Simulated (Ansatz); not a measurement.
HfN, space group F-43m: relaxations under a series of pressures, run with the Python package of Ansatz (0.2.0).

`POSCAR_hfn`
```text
HfN
1.0
   0.00000000    2.45482200    2.45482200
   2.45482200    0.00000000    2.45482200
   2.45482200    2.45482200    0.00000000
Hf N
1 1
Direct
   0.00000000    0.00000000    0.00000000
   0.75000000    0.75000000    0.75000000
```

`compress_hfn.py`:
```python
"""Cell of HfN under pressure."""

import ansatz as az
from ase.io import read
import numpy as np

def edges_and_angles(cell):
    cell = np.asarray(cell)
    a, b, c = np.linalg.norm(cell, axis=1)
    cosines = cell[1] @ cell[2] / (b * c), cell[0] @ cell[2] / (a * c), cell[0] @ cell[1] / (a * b)
    return (a, b, c, *np.degrees(np.arccos(cosines)))


def main() -> None:
    atoms = read("POSCAR_hfn", format="vasp")
    xtal = az.Crystal.from_ase(atoms)

    setup = (
        xtal.calculation()
        .functional(az.Functional.PBESOL, dispersion="d3bjatm")
        .kpoints(10, 10, 10)
        .occupations("fermi_dirac", width=0.05)
    )

    # H = F + PV, with 1 GPa A^3 = 1/160.21766 eV
    rows = []
    for pressure in [-2, 0, 2, 5, 10]:
        res = setup.relax(cell=True, pressure=pressure, force_tolerance=0.01).run(threads=1, pin="off")
        cell = res.lattice.cell_ang
        n_atoms = len(res.lattice.sites)
        volume = abs(np.linalg.det(cell)) / n_atoms
        enthalpy = res.report["free_energy_ev"] / n_atoms + pressure * volume / 160.21766
        rows.append((pressure, volume, enthalpy, *edges_and_angles(cell)))
        print(f"{pressure} GPa done: {volume:.4f} A^3/atom")

    print(" P (GPa)  V (A^3/atom)  H (eV/atom)     a       b       c")
    for row in rows:
        print("{:8.1f} {:12.4f} {:14.5f} {:7.4f} {:7.4f} {:7.4f}".format(*row[:6]))
    p, v = np.array([row[0] for row in rows], float), np.array([row[1] for row in rows])
    print("mean bulk modulus between rows (GPa):", np.round(-np.diff(p) / np.diff(np.log(v)), 1))


if __name__ == "__main__":
    main()
```

Its results, one of them left out:

| P (GPa) | relaxed V (Å³/atom) |
| --- | --- |
| -2 | 14.344 |
| 0 | 14.203 |
| 2 | 14.069 |
| 5 | 13.880 |
| 10 | ? |

What volume does the cell relax to at 10 GPa?

Murnaghan's form V = V0 (1 + B' P / B0)^(-1/B') through the 4 rows shown gives V0 = 14.203 Å³, B0 = 207.1 GPa and B' = 4.02, and so 13.590 Å³ an atom at 10 GPa. The run gave 13.591 Å³, 0.01 % away.

What to keep in mind:
- The run is spin-unpolarised.
- At a fixed pressure a relaxation lowers the enthalpy F + PV, while F alone can rise.
- Dispersion corrections can be off by several per cent in the lattices of metals, and by several GPa in the pressure at a fixed cell.
- The mesh is modest for a metal, so energies can be off by several to tens of meV an atom and pressures by half a GPa or more; differences at equal mesh fare better.
- Spin-orbit coupling, which matters for elements this heavy, is left out.
- The structure comes from a database of computed cells and needn't be a stable or known phase.
- Symmetry holds the cell in this phase, whether or not it is the stable one at each pressure.
- Finished in 2.1 min on 1 thread of Intel(R) Xeon(R) Processor @ 2.30GHz (shared host), peak memory 0.59 GiB.
